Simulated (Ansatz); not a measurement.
# Eu2Al3Ga: the cost of one run

Program: Ansatz 0.2.0. Level of theory: DFT r²SCAN, scalar-relativistic, plane waves, PAW. These are calculated values, not measurements.

1 further run of the same task is left out (it didn't finish). Runs told in other sessions of the task aren't counted.

### 1 The starting structure

The cell holds 24 atoms (Al12Eu7Ga4Lu): a = 8.009 Å, b = 8.009 Å, c = 8.009 Å, α = 89.47°, β = 89.47°, γ = 89.47°.

Structure file:

```
Al Lu Eu Ga
1.0
    -5.63661   -3.25430    4.66642
     5.63661   -3.25430    4.66642
     0.00000    6.50859    4.66642
Al Lu Eu Ga
12 1 7 4
Cartesian
  -1.4092 -0.8136 4.6664
  4.2179 -0.7518 4.6283
  1.3975 4.0831 4.6604
  1.3949 0.8077 9.3074
  1.4092 -0.8136 4.6664
  -4.2862 -0.8261 4.6444
  -1.3742 0.8032 9.3515
  -1.4206 4.1192 4.6834
  0.0000 1.6271 4.6664
  0.0395 -1.6480 9.3031
  -2.8340 -3.2858 4.6411
  2.8042 -3.2487 4.6494
  -0.0427 -0.0284 12.2057
  0.0000 3.2543 7.5701
  2.8183 -1.6271 7.5701
  -2.8183 -1.6271 7.5701
  0.0000 0.0000 1.7627
  0.0000 -3.2543 6.4291
  -2.8183 1.6271 6.4291
  2.8183 1.6271 6.4291
  0.0000 0.0000 6.9996
  -0.0095 3.2190 2.3107
  2.8349 -1.5865 2.3337
  -2.7937 -1.6583 2.2847
```

The host was relaxed before at r²SCAN: a = 5.688 Å, b = 5.688 Å, c = 14.142 Å, α = 90.00°, β = 90.00°, γ = 120.00° (conventional cell), 22.011 Å³/atom.

Places, in fractions of the supercell: Lu in place of Eu at (0.874, 0.874, 0.874). Its neighbours start displaced at random, with a spread of 0.03 Å in each coordinate.

### 2 The perfect crystal in the supercell of 24 atoms

The input, input.yaml:

```yaml
crystal:
  lattice:
    - [-5.6366065894, -3.2542963301, 4.6664227983]
    - [5.6366065894, -3.2542963301, 4.6664227983]
    - [0.0, 6.5085926651, 4.6664227948]
  atoms:
    - { symbol: Al, position: [0.5, 0.25, 0.25] }
    - { symbol: Al, position: [0.0, 0.75, 0.25] }
    - { symbol: Al, position: [0.0, 0.25, 0.75] }
    - { symbol: Al, position: [0.5, 0.75, 0.75] }
    - { symbol: Al, position: [0.25, 0.5, 0.25] }
    - { symbol: Al, position: [0.75, 0.0, 0.25] }
    - { symbol: Al, position: [0.75, 0.5, 0.75] }
    - { symbol: Al, position: [0.25, 0.0, 0.75] }
    - { symbol: Al, position: [0.25, 0.25, 0.5] }
    - { symbol: Al, position: [0.75, 0.75, 0.5] }
    - { symbol: Al, position: [0.75, 0.25, 0.0] }
    - { symbol: Al, position: [0.25, 0.75, 0.0] }
    - { symbol: Eu, position: [0.8740855166, 0.8740855166, 0.8740855166], spin: 7.53 }
    - { symbol: Eu, position: [0.3740855166, 0.3740855166, 0.8740855166], spin: 7.53 }
    - { symbol: Eu, position: [0.3740855166, 0.8740855166, 0.3740855166], spin: 7.53 }
    - { symbol: Eu, position: [0.8740855166, 0.3740855166, 0.3740855166], spin: 7.53 }
    - { symbol: Eu, position: [0.1259144834, 0.1259144834, 0.1259144834], spin: 7.53 }
    - { symbol: Eu, position: [0.6259144834, 0.6259144834, 0.1259144834], spin: 7.53 }
    - { symbol: Eu, position: [0.6259144834, 0.1259144834, 0.6259144834], spin: 7.53 }
    - { symbol: Eu, position: [0.1259144834, 0.6259144834, 0.6259144834], spin: 7.53 }
    - { symbol: Ga, position: [0.5, 0.5, 0.5] }
    - { symbol: Ga, position: [0.0, 0.0, 0.5] }
    - { symbol: Ga, position: [0.0, 0.5, 0.0] }
    - { symbol: Ga, position: [0.5, 0.0, 0.0] }
basis:
  ecutwfc: 500
  xc_grid: 3
kpoints:
  mp_grid: { grid: [3, 3, 3], shift: [0.0, 0.0, 0.0] }
hamiltonian:
  xc: r2scan
scf:
  occupations: { method: gaussian, width: 0.05 }
  lower_state_search: "off"
output:
  forces: true
  stress: true
  eigenvalues: true
  populations: true
  write_density: true
  write_potential: true
  elf: true
  volumetric_format: npy
magnetization:
  spin_polarized: true
```

On the command line:

```console
$ ansatz run input.yaml --threads 8 --pin off --max-ram 14336MiB --backend cpu --events-out ev --progress --plain --runs-dir out
```

**Question.** How long does this run take on 8 threads of Arm Neoverse V2, shared host, and how much memory does it need?

About 62 s, with a peak of 4.4 GiB.
